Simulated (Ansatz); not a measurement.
# CH2BNO: a nudged elastic band in two tries

Wanted: a band of images between two relaxed ends, and a check that the input is sound. SMILES of the start: B1N=CO1.

Method: RKS PBE-D4/6-31G*, in Ansatz 0.2.0.

## Step 1: The system as given

Bond lengths: B1–N2 1.494 Å, N2–C3 1.300 Å, B1–O4 1.450 Å, C3–O4 1.418 Å, B1–H5 1.197 Å, C3–H6 1.103 Å. Angles: B1–N2–C3 75.6°, N2–B1–O4 97.7°, N2–B1–H5 133.7°, O4–B1–H5 126.3°, N2–C3–O4 109.3°, N2–C3–H6 132.1°, O4–C3–H6 118.0°, B1–O4–C3 73.7°.

As a file:

```xyz
6

B     0.4122    0.5022   -0.6001
N    -0.8286    0.7663    0.1891
C    -0.5257   -0.4672    0.4670
O     0.4175   -0.9430   -0.4783
H     1.3278    1.1869   -0.9564
H    -0.7611   -1.1091    1.3325
```

## Step 2: First try

Contents of input.yaml:

```yaml
crystal:
  periodic: [false, false, false]
  atoms:
    - { symbol: B, position_ang: [0.412207, 0.502213, -0.600141] }
    - { symbol: "N", position_ang: [-0.82865, 0.766266, 0.189108] }
    - { symbol: C, position_ang: [-0.525694, -0.467216, 0.466991] }
    - { symbol: O, position_ang: [0.417524, -0.943048, -0.47826] }
    - { symbol: H, position_ang: [1.327785, 1.18689, -0.956355] }
    - { symbol: H, position_ang: [-0.761071, -1.109106, 1.332457] }
basis:
  gaussian: { orbitals: "6-31G*" }
hamiltonian:
  xc: pbe
  dispersion: d4
neb:
  order_check: false
  images: 7
  f_tol: 0.05
  max_iterations: 8
  final_atoms:
    - { symbol: B, position_ang: [-1.96767148, 1.47410253, 0.10245383] }
    - { symbol: "N", position_ang: [-0.85255863, 0.71289721, -0.20217285] }
    - { symbol: C, position_ang: [0.03539135, -0.14630465, 0.07583897] }
    - { symbol: O, position_ang: [1.15255109, -0.26905324, -0.66565805] }
    - { symbol: H, position_ang: [1.70847139, -0.98516952, -0.285657] }
    - { symbol: H, position_ang: [-0.03408272, -0.85047333, 0.9289951] }
  initial_path:
    images:
      - { positions_ang: [[0.412207, 0.502213, -0.600141], [-0.82865, 0.766266, 0.189108], [-0.525694, -0.467216, 0.466991], [0.417524, -0.943048, -0.47826], [1.327785, 1.18689, -0.956355], [-0.761071, -1.109106, 1.332457]] }
      - { positions_ang: [[0.37791347, 0.61242828, -0.60392643], [-0.85104667, 0.7509818, 0.21647236], [-0.52131477, -0.47931409, 0.48379344], [0.48993095, -0.79000144, -0.43770358], [1.32664378, 0.99878525, -0.99746248], [-0.78002577, -1.15688079, 1.29262669]] }
      - { positions_ang: [[0.34361994, 0.72264356, -0.60771187], [-0.87344333, 0.73569759, 0.24383672], [-0.51693553, -0.49141218, 0.50059589], [0.5623379, -0.63695489, -0.39714717], [1.32550256, 0.8106805, -1.03856995], [-0.79898054, -1.20465558, 1.25279638]] }
      - { positions_ang: [[0.30932641, 0.83285884, -0.6114973], [-0.89584, 0.72041339, 0.27120108], [-0.5125563, -0.50351027, 0.51739833], [0.63474485, -0.48390833, -0.35659075], [1.32436134, 0.62257575, -1.07967743], [-0.81793531, -1.25243036, 1.21296607]] }
      - { positions_ang: [[0.27503288, 0.94307411, -0.61528273], [-0.91823666, 0.70512918, 0.29856545], [-0.50817706, -0.51560836, 0.53420078], [0.7071518, -0.33086178, -0.31603433], [1.32322012, 0.43447099, -1.12078491], [-0.83689008, -1.30020515, 1.17313575]] }
      - { positions_ang: [[-0.28564321, 1.07583122, -0.43584859], [-0.90181716, 0.70707119, 0.17338087], [-0.37228496, -0.42328243, 0.41961033], [0.81850162, -0.31540964, -0.40344026], [1.41953294, 0.07956087, -0.91200293], [-0.63618824, -1.1877722, 1.11210059]] }
      - { positions_ang: [[-0.8463193, 1.20858832, -0.25641445], [-0.88539765, 0.7090132, 0.0481963], [-0.23639286, -0.33095651, 0.30501987], [0.92985145, -0.29995751, -0.49084619], [1.51584576, -0.27534926, -0.70322096], [-0.4354864, -1.07533924, 1.05106543]] }
      - { positions_ang: [[-1.40699539, 1.34134543, -0.07698031], [-0.86897814, 0.71095521, -0.07698828], [-0.10050076, -0.23863058, 0.19042942], [1.04120127, -0.28450538, -0.57825212], [1.61215858, -0.63025939, -0.49443898], [-0.23478456, -0.96290629, 0.99003026]] }
      - { positions_ang: [[-1.96767148, 1.47410253, 0.10245383], [-0.85255863, 0.71289721, -0.20217285], [0.03539135, -0.14630465, 0.07583897], [1.15255109, -0.26905324, -0.66565805], [1.70847139, -0.98516952, -0.285657], [-0.03408272, -0.85047333, 0.9289951]] }
  spring: -5.0
```

On the command line:

```bash
$ ansatz run input.yaml --threads 1 --pin off --max-ram 2048MiB --backend cpu --events-out ev --progress --plain --runs-dir out
```

**Question.** What will these runs give? Wanted: first try.

As calculated:

| quantity | value |
| --- | --- |
| first try | refused |
| cause | a negative spring would push the images apart instead of spacing them |

What this shows: The fault in the first input was caught at the input check and cost nothing.
